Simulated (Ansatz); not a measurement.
**C2H9OPSi: a ladder of functionals and wavefunction methods**

The task here is to estimate one member of a computed series from the others.

Program: Ansatz 0.2.0, Gaussian basis. Level of theory: functionals in def2-TZVPP, the program's frozen cores in correlated methods. These are calculated values, not measurements.

Plan: PBE-D4, r2SCAN-D4, PBE0-D4, B3LYP-D4, ωB97X-V, ωB97M-V, B2PLYP; CCSD(T)/def2-TZVPP; MP2/def2-QZVPP; extrapolation to the limit.

## Structure used throughout

The geometry comes from an earlier relaxation with PBE0-D4 in a triple-zeta def2 set; it is a stationary point, not always the lowest conformer.

14 atoms, charge 0, spin multiplicity 1.

Atoms are counted from 1 here; the program's logs count them from 0.

Bond lengths: C1–C2 1.524 Å, C1–H6 1.093 Å, C1–H7 1.092 Å, C1–H8 1.093 Å, C2–Si3 1.878 Å, C2–H9 1.095 Å, C2–H10 1.096 Å, Si3–P4 2.262 Å, Si3–H11 1.489 Å, Si3–H12 1.492 Å, P4–O5 1.672 Å, P4–H13 1.428 Å, O5–H14 0.960 Å. Angles: C2–C1–H6 111.3°, C2–C1–H7 111.1°, C2–C1–H8 111.6°, H6–C1–H7 107.5°, H6–C1–H8 107.5°, H7–C1–H8 107.6°, C1–C2–Si3 114.3°, C1–C2–H9 110.4°, C1–C2–H10 110.8°, Si3–C2–H9 107.3°, Si3–C2–H10 107.4°, H9–C2–H10 106.3°, C2–Si3–P4 112.8°, C2–Si3–H11 110.2°, C2–Si3–H12 111.7°, P4–Si3–H11 108.3°, P4–Si3–H12 105.2°, H11–Si3–H12 108.5° and more.

Set-up of the first run:

in.yaml

```yaml
crystal:
  periodic: [false, false, false]
  atoms:
    - {symbol: C, position_ang: [-0.924274, 1.126051, 0.951827]}
    - {symbol: C, position_ang: [0.473723, 0.522440, 1.018160]}
    - {symbol: Si, position_ang: [0.600656, -1.213588, 0.314251]}
    - {symbol: P, position_ang: [-0.060156, -1.332441, -1.845962]}
    - {symbol: O, position_ang: [0.569594, 0.127353, -2.363578]}
    - {symbol: H, position_ang: [-0.952189, 2.116154, 1.413755]}
    - {symbol: H, position_ang: [-1.256455, 1.237019, -0.082782]}
    - {symbol: H, position_ang: [-1.658129, 0.501691, 1.468651]}
    - {symbol: H, position_ang: [1.185999, 1.148119, 0.470739]}
    - {symbol: H, position_ang: [0.832325, 0.482716, 2.053066]}
    - {symbol: H, position_ang: [2.004435, -1.703311, 0.401845]}
    - {symbol: H, position_ang: [-0.280268, -2.170798, 1.045710]}
    - {symbol: H, position_ang: [-1.390306, -0.915807, -1.536457]}
    - {symbol: H, position_ang: [0.842043, 0.045302, -3.280427]}
basis:
  gaussian: {orbitals: def2-TZVPP}
hamiltonian: {xc: pbe, dispersion: d4}
output: {forces: true, orbitals: {seedname: orbitals}}
```

Command:

```console
ansatz run in.yaml --threads 4 --pin off --events-out ev --progress --plain --max-ram 10444MiB
```

Steps of the session up to this table: PBE-D4 (GGA); r2SCAN-D4 (meta-GGA); PBE0-D4 (hybrid); B3LYP-D4 (hybrid); ωB97X-V (range-separated); ωB97M-V (range-separated); B2PLYP (double hybrid); CCSD(T) in def2-TZVPP; MP2 in def2-QZVPP.

One of the session's tables, all rows but one given; the rest of the session is left out.

```
            method  atomisation energy (kJ/mol)
            PBE-D4                       4931.0
         r2SCAN-D4                       4876.9
           PBE0-D4                       4866.8
          B3LYP-D4                       4883.8
           ωB97X-V                       4908.4
           ωB97M-V                       4900.5
            B2PLYP                       4813.8
     HF/def2-TZVPP                       3553.4
    MP2/def2-TZVPP                       4768.3
   CCSD/def2-TZVPP                       4684.3
CCSD(T)/def2-TZVPP                       4745.6
           MP2/CBS                            ?
       CCSD(T)/CBS                       4878.2
```

**Question.** Estimate the row for MP2/CBS.

**Answer.** atomisation energy (kJ/mol): 4901.0. In the column «atomisation energy (kJ/mol)» it lies between ωB97M-V (4900.5) and ωB97X-V (4908.4).

Caveats from the session: Free atoms (2 C, 1 Si, 1 P, 1 O, 9 H) were run apart at each level; the atomisation energy is their sum less the molecule, without zero-point or spin-orbit terms.
